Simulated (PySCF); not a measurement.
# H15MnN5 ([Mn(NH3)5]3+): the cost of one run

Computed with PySCF 2.14.0 and routines of our own; the level stands in each step. Atoms count from 0.

## (1) The starting structure

21 atoms, charge 3, states of the metal's open shell are computed; geometry from: model start, shaken.

## (2) Relaxing the molecule at PBE0-D3(BJ)/def2-SVP

Job settings and geometry (Å):

```
{"job": {"xc": "PBE0", "basis": "def2-SVP", "d3": "d3bj", "grid": 1, "maxiter": 45, "solvent": "water", "kind": "geom"}, "charge": 3, "metal": "Mn", "open_shell": "d4"}
Mn     0.000020     0.004480    -0.004110
N     -0.013360    -0.006820     2.000130
H      0.943260     0.020100     2.397950
H     -0.480490     0.823450     2.410690
H     -0.469600    -0.830060     2.404900
N      0.010430    -0.020160    -2.021860
H     -0.970880    -0.019340    -2.432960
H      0.467650     0.797090    -2.401270
H      0.473530    -0.818910    -2.443090
N      2.006920    -0.000730     0.001700
H      2.382380     0.935190    -0.014680
H      2.393200    -0.455270     0.803990
H      2.404850    -0.457910    -0.824860
N     -1.009180     1.746700     0.000960
H     -1.221040     2.084230     0.962740
H     -0.519110     2.504030    -0.469390
H     -1.919060     1.705040    -0.459750
N     -1.025490    -1.743920     0.008650
H     -1.205500    -2.072840     0.941360
H     -1.899430    -1.653450    -0.481310
H     -0.492850    -2.498090    -0.469270
```

Launch:

```
$ OMP_NUM_THREADS=1 python lf_run.py task.json out
```

This one command runs all jobs of the session in turn.

Q: Estimate the wall time and peak memory of this first job on 1 thread of Intel Xeon Platinum 8488C, shared host.

About 18 min, with a peak of 1.7 GiB.
